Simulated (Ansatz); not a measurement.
# GaH₅Se: small, medium and large basis sets

One table from this session's results is given with a row withheld; the runs are named, their logs left out.

Method: one geometry, several basis sets; program: Ansatz 0.2.0, Gaussian basis.

The runs, in order: PBE0-D4/def2-SVP; ωB97M-V/def2-SVP; PBE0-D4/def2-QZVPP; ωB97M-V/def2-QZVPP; the functionals' def2-TZVPP values are taken from earlier runs.

## The relaxed structure

The geometry comes from an earlier relaxation with PBE0-D4 in a triple-zeta def2 set; it is a stationary point, not always the lowest conformer.

SMILES `[GaH3-][SeH2+]`, 7 atoms, charge 0, spin multiplicity 1.

Atoms are counted from 1 here; the program's logs count them from 0.

Bond lengths: Ga1–Se2 2.713 Å, Ga1–H3 1.575 Å, Ga1–H4 1.575 Å, Ga1–H5 1.574 Å, Se2–H6 1.469 Å, Se2–H7 1.469 Å. Angles: Se2–Ga1–H3 94.5°, Se2–Ga1–H4 94.5°, Se2–Ga1–H5 98.0°, H3–Ga1–H4 118.9°, H3–Ga1–H5 119.1°, H4–Ga1–H5 119.1°, Ga1–Se2–H6 97.0°, Ga1–Se2–H7 97.0°, H6–Se2–H7 91.5°.

The first run:

in.yaml

```yaml
crystal:
  periodic: [false, false, false]
  atoms:
    - {symbol: Ga, position_ang: [-0.804607, -0.664946, -0.554203]}
    - {symbol: Se, position_ang: [0.775784, 0.591770, 1.257714]}
    - {symbol: H, position_ang: [-0.367357, -2.113220, -0.115902]}
    - {symbol: H, position_ang: [-2.145611, -0.068507, 0.017423]}
    - {symbol: H, position_ang: [-0.183410, -0.039684, -1.858729]}
    - {symbol: H, position_ang: [2.053401, 0.356330, 0.572923]}
    - {symbol: H, position_ang: [0.671800, 1.938257, 0.680775]}
basis:
  gaussian: {orbitals: def2-SVP}
hamiltonian: {xc: pbe0, dispersion: d4}
output: {orbitals: {seedname: orbitals}}
```

Among the steps run: PBE0-D4 in def2-SVP; ωB97M-V in def2-SVP; PBE0-D4 in def2-QZVPP; ωB97M-V in def2-QZVPP.

One of the session's tables, all rows but one given; the rest of the session is left out.

It belongs to the step «Density functionals: the series». 

```
functional       basis  HOMO (eV)
   PBE0-D4    def2-SVP      -7.83
   PBE0-D4  def2-TZVPP      -7.89
   PBE0-D4  def2-QZVPP      -7.89
   ωB97M-V    def2-SVP     -10.02
   ωB97M-V  def2-TZVPP          ?
   ωB97M-V  def2-QZVPP     -10.14
```

**Question.** Estimate the row for ωB97M-V, def2-TZVPP.

**Answer.** HOMO (eV): -10.13. In the column «HOMO (eV)» it lies between ωB97M-V, def2-QZVPP (-10.14) and ωB97M-V, def2-SVP (-10.02).
